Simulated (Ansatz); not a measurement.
CaVO₃, space group Pm-3m, a convergence test of the k-point mesh

Run with the Ansatz DFT code, driven from Python.

Contents of `POSCAR`:
```text
CaVO3
1.0
   3.83040600    0.00000000    0.00000000
   0.00000000    3.83040600    0.00000000
   0.00000000    0.00000000    3.83040600
Ca V O
1 1 3
Direct
   0.00000000    0.00000000    0.00000000
   0.50000000    0.50000000    0.50000000
   0.50000000    0.50000000    0.00000000
   0.50000000    0.00000000    0.50000000
   0.00000000    0.50000000    0.50000000
```

`cavo3.py`
```python
"""Convergence of CaVO3 with the k-point mesh."""

import warnings

import ansatz as az
from ase.io import read
import pandas as pd

warnings.simplefilter("ignore", az.DeckWarning)

atoms = read("POSCAR", format="vasp")
crystal = az.Crystal.from_ase(atoms).moments(V=1.5)

job = (
    crystal.calculation()
    .functional(az.Functional.PBESOL)
    .occupations("cold")
    .spin("collinear")
    .scf(tolerance=1e-06, extra_bands=6)
)

rows = []
for value in [1.0, 0.6, 0.4, 0.3]:
    report = job.kpoints(spacing=value).run(threads=1, pin="off").report
    rows.append((value, report["free_energy_ev"] / len(report["lattice"]["sites"]), report["n_iterations"], report["magnetization_mub"], report["n_kpoints"]))

table = pd.DataFrame(rows, columns=["spacing (1/A)", "F/atom (eV)", "iterations", "moment (muB)", "k-points"])
print(table.round(5).to_string(index=False))

# the last row is the reference
for row in rows[:-1]:
    shift = 1000 * (row[1] - rows[-1][1])
    print(f"{row[0]}: {shift:+.2f} meV/atom" + ("  (within 1 meV)" if abs(shift) < 1 else ""))
```

Output of `python cavo3.py`:
```text
 spacing (1/A)  F/atom (eV)  iterations  moment (muB)  k-points
           1.0  -1273.51977          10       0.50000         4
           0.6  -1273.56044          11       0.33333         4
           0.4  -1273.56811          11       0.75999        10
           0.3  -1273.57282          15       0.52997        20
1.0: +53.05 meV/atom
0.6: +12.38 meV/atom
0.4: +4.71 meV/atom
```

What to keep in mind:
- Other magnetic orders than the one started from may lie lower.
- With one magnetic atom the cell can hold only ferromagnetic order.
- Without a Hubbard U or exact exchange, semilocal functionals often make such 3d compounds metallic or too weakly gapped.
- This cell is a computed structure, which may not be the phase found in nature.
- Shifts are counted from the finest mesh, which is itself no proven limit.
- Finished in 14 s on 1 thread of Arm Neoverse V1, with other jobs on the host, peak memory 0.5 GiB.
